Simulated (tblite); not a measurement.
# C2H9FGeSi: the cost of one run

Computed with tblite 0.8.0 and PySCF 2.14.0; each step states its level. No surroundings beyond the atoms listed, unless a continuum is named. Atoms count from 0, parts from 1.

## Step 1: The system as given

14 atoms, charge 0, multiplicity 1; geometry: distance geometry start.

## Step 2: Geometry optimisation with GFN2-xTB

What the job is given:

```
{"job": {"kind": "relax", "xc": "GFN2-xTB", "basis": "xTB"}, "charge": 0, "multiplicity": 1}
Ge    -0.982085     0.839771     0.756984
C     -1.853700    -0.880606     0.759626
C     -0.103573     1.139136    -0.925197
Si     1.308058    -0.047256    -1.070552
F     -2.214922     2.100003     0.980203
H      0.007103     0.936391     1.876663
H     -2.791472    -0.780361     1.161248
H     -1.912780    -1.226739    -0.185465
H     -1.283257    -1.538348     1.321408
H     -0.748793     0.966803    -1.721794
H      0.269803     2.088531    -0.983519
H      2.285741     0.268657    -0.071980
H      1.893952     0.057889    -2.380541
H      0.837529    -1.375905    -0.846691
```

Method: GFN2-xTB geometry optimisation, gas phase.

Run with:

```bash
> OMP_NUM_THREADS=1 python cluster_run.py task.json out
```

This one command runs all jobs of the session in turn.

**Question.** How long does this first job take on 1 thread of Arm Neoverse V1, shared host?

About 3.2 s.
